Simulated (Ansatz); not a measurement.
# SrMg3O4: the cell at several levels of theory

How does the equilibrium cell of SrMg3O4 as one 8-atom ordering (I4/mmm) on the rocksalt lattice depend on the functional? It is relaxed with PBE and r2SCAN. This is a trial cell built on a prototype, not taken from a measured structure, and it needn't be the compound's ground state.

Code: Ansatz 0.2.0. PAW datasets, plane waves, zero pressure. (Calculated; spin-unpolarised; the phase may be known or hypothetical.)

### Step 1. The structure to begin with

This is the cell as the run starts from it, not yet at rest; its lengths are not the crystal's.

The symmetry is I4/mmm (No. 139, tetragonal); a = 4.291 Å, c = 8.582 Å in the conventional setting, 9.88 Å³ an atom. Near Mg stand 6 O at 2.15 Å; near O stand 4 Mg at 2.15 Å and 2 Sr at 2.15 Å; near O stand 5 Mg at 2.15 Å and 1 Sr at 2.15 Å; near Sr stand 6 O at 2.15 Å.

Structure file:

```xyz
8
Lattice="-2.1456 2.1456 4.2911 2.1456 -2.1456 4.2911 2.1456 2.1456 -4.2911" Properties=species:S:1:pos:R:3 pbc="T T T"
Mg    0.0000    2.1456    2.1456
O     0.0000    2.1456    0.0000
Mg    0.0000    0.0000    0.0000
O     0.0000    0.0000    6.4367
Mg    2.1456    0.0000    2.1456
O     2.1456    0.0000    0.0000
Sr    0.0000    0.0000    4.2911
O     0.0000    0.0000    2.1456
```

### Step 2. PBE: cell and atoms

Contents of input.yaml:

```yaml
crystal:
  lattice:
    - [-2.145564, 2.145564, 4.291128]
    - [2.145564, -2.145564, 4.291128]
    - [2.145564, 2.145564, -4.291128]
  atoms:
    - { symbol: Mg, position: [0.75, 0.25, 0.5] }
    - { symbol: O, position: [0.5, 0.0, 0.5] }
    - { symbol: Mg, position: [0.0, 0.0, 0.0] }
    - { symbol: O, position: [0.75, 0.75, 0.0] }
    - { symbol: Mg, position: [0.25, 0.75, 0.5] }
    - { symbol: O, position: [0.0, 0.5, 0.5] }
    - { symbol: Sr, position: [0.5, 0.5, 0.0] }
    - { symbol: O, position: [0.25, 0.25, 0.0] }
kpoints:
  mp_grid: { grid: [8, 8, 8] }
hamiltonian:
  xc: pbe
scf:
  occupations: { method: fermi_dirac, width: 0.02 }
relax:
  f_tol: 0.005
  cell: {}
```

Run with:

```console
$ ansatz run input.yaml --threads 2 --pin off --max-ram 29491MiB --backend cpu --events-out ev --progress --plain --runs-dir out
```

Further steps of the session: r2SCAN: cell and atoms.

**Question.** What will these runs give? Wanted: for each run, a; c; volume; space group; SCF geometries.

**Answer**, as computed:

| level | a (Å) | c (Å) | volume (Å³/atom) | space group | SCF geometries |
| --- | --- | --- | --- | --- | --- |
| PBE | 4.669 | 8.835 | 12.037 | I4/mmm | 11 |
| r2SCAN | 4.624 | 8.765 | 11.712 | I4/mmm | 8 |

In words: The first relaxation changed the volume by +21.9 % from the start. r2SCAN gives the smallest cell and PBE the largest; they differ by 2.8 % in volume, a mean of 0.9 % in length.
